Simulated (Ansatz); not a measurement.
# TiH (quartet): the correlation ladder at distance Ti1–H2 = 1.571 Å, def2-TZVP

One table from this session's results is given with a row withheld; the runs are named, their logs left out.

The runs use Ansatz 0.2.0, Gaussian basis; def2-TZVP, core rule «outside noble gas», up to 9 orbitals frozen.

Plan: UHF; CCSD(T) on ROHF; CCSD(T) on UHF; CISD as a restricted active space (open shells left free, so some higher excitations enter); CCSDT(Q) on ROHF; CCSDT(Q) on UHF; CASSCF and MRCISD+Q, 5 electrons in 5 orbitals; CASSCF and NEVPT2, 5 electrons in 5 orbitals; Full CI.

47 further runs of the same task are left out: 33 for a known fault of the program, 12 that didn't finish, 2 set aside as unsound or not needed. Runs told in other sessions of the task aren't counted.

## The geometry

The geometry derives from a PBE0/def2-TZVP stationary point (not a proven minimum). One bond is set to the value named and the two fragments are kept rigid.

2 atoms, charge 0, spin multiplicity 4.

Atoms are counted from 1 here; the program's logs count them from 0.

Bond lengths: Ti1–H2 1.571 Å.

The first run:

in.yaml reads:

```yaml
crystal:
  periodic: [false, false, false]
  atoms:
    - {symbol: Ti, position_ang: [0.000000, 0.000000, 0.000000]}
    - {symbol: H, position_ang: [0.000000, 0.000000, 1.571000]}
basis:
  gaussian: {orbitals: def2-TZVP}
magnetization: {spin_polarized: true, initial_magnetization: 3}
hamiltonian: {xc: hf}
output: {orbitals: {seedname: orbitals}}
```

Started as:

```bash
$ ansatz run in.yaml --threads 1 --pin off --events-out ev --progress --plain --max-ram 2393MiB
```

Among the steps run: UHF; CCSD(T) on ROHF; CCSD(T) on UHF; CISD as a restricted active space (open shells left free, so some higher excitations enter); CCSDT(Q) on ROHF; CCSDT(Q) on UHF; CASSCF and MRCISD+Q, 5 electrons in 5 orbitals; CASSCF and NEVPT2, 5 electrons in 5 orbitals; Full CI.

One table of the session follows, with a row left open; its other results are not shown here.

| method | from FCI (kJ/mol) |
| --- | --- |
| ROHF | +171.6 |
| UHF | +162.8 |
| RMP2 | ? |
| UMP2 | +41.2 |
| CISD | +9.4 |
| RCCSD | +6.0 |
| UCCSD | -0.2 |
| RCCSD(T) | +1.6 |
| UCCSD(T) | -4.5 |
| RCCSDT | -1.3 |
| UCCSDT | -6.6 |
| RCCSDT(Q) | -1.5 |
| UCCSDT(Q) | -6.7 |
| CASSCF pair | +137.2 |
| NEVPT2 pair | +54.3 |
| MRCISD pair | +7.7 |
| MRCISD+Q pair | +1.4 |
| FCI | 0 |

Q: Estimate the row for RMP2 from the others.

As computed: from FCI (kJ/mol): +48.7. In the column «from FCI (kJ/mol)» it lies between UMP2 (+41.2) and NEVPT2 pair (+54.3).

To keep in mind: UCCSD, UCCSD(T), RCCSDT, UCCSDT, RCCSDT(Q), UCCSDT(Q) fall below full CI: unrestricted runs freeze a spin-polarised core, another one than full CI's, and coupled cluster isn't variational. Levels on UHF freeze UHF's core orbitals, full CI those of ROHF, so the U rows can settle a little off it for that reason alone. Restricted and unrestricted rows rest on different reference determinants; a gap between their highest levels can come from leftover correlation error, from unlike frozen cores or from another state.
